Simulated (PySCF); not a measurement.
# H2PbS2 (Pb(SH)22+): the cost of one run

Method: PBE0, Pb def2-SVP with ECP60, S def2-SVP, H def2-SVP; scalar-relativistic core potentials, no spin–orbit coupling; program: PySCF 2.14.0.

1 further run of the same task is left out (for a known fault of the program).

**1. The starting structure**

5 atoms, charge 2, spin multiplicity 1.

Bond lengths: Pb1–S2 2.426 Å, Pb1–S4 2.426 Å, S2–H3 1.373 Å, S4–H5 1.373 Å. Angles: S2–Pb1–S4 173.0°, Pb1–S2–H3 93.1°, Pb1–S4–H5 93.1°.

Geometry (Å):

```csv
atom,x (Å),y (Å),z (Å)
Pb1,0.00000,0.00000,0.43099
S2,2.39478,0.35968,0.57919
H3,2.66908,-0.57529,-0.38776
S4,-2.39478,-0.35968,0.57919
H5,-2.66908,0.57529,-0.38776
```

Formal oxidation states: Pb +4. An earlier session relaxed this geometry at PBE0, Pb def2-SVP with ECP60, S def2-SVP, H def2-SVP (singlet, point group C1).

Its energy there is -989.149079 Eh.

**2. One electron removed, multiplicity 2**

Input file run.py (the lines that set the calculation):

```python
mol = gto.M(atom='''
Pb     0.00000     0.00000     0.43099
S      2.39478     0.35968     0.57919
H      2.66908    -0.57529    -0.38776
S     -2.39478    -0.35968     0.57919
H     -2.66908     0.57529    -0.38776''',
    basis={'Pb': 'def2-SVP', 'S': 'def2-SVP', 'H': 'def2-SVP'},
    ecp={'Pb': 'def2-SVP'},
    charge=3, spin=1)
mf = dft.UKS(mol, xc='PBE0')
mf.grids.atom_grid = (50, 194)
mf = mf.density_fit()  # fitting sets: Pb def2-universal-JKFIT, S def2-universal-JKFIT, H def2-universal-JKFIT
mf.conv_tol = 1e-08; mf.max_cycle = 55
mf.kernel(dm0)  # dm0: the density of the relaxed state
```

The run is started by

```
$ OMP_NUM_THREADS=2 python run.py
```

**Question.** How long does this run take on 2 threads of Arm Neoverse V1, shared host?

About 1.7 s.
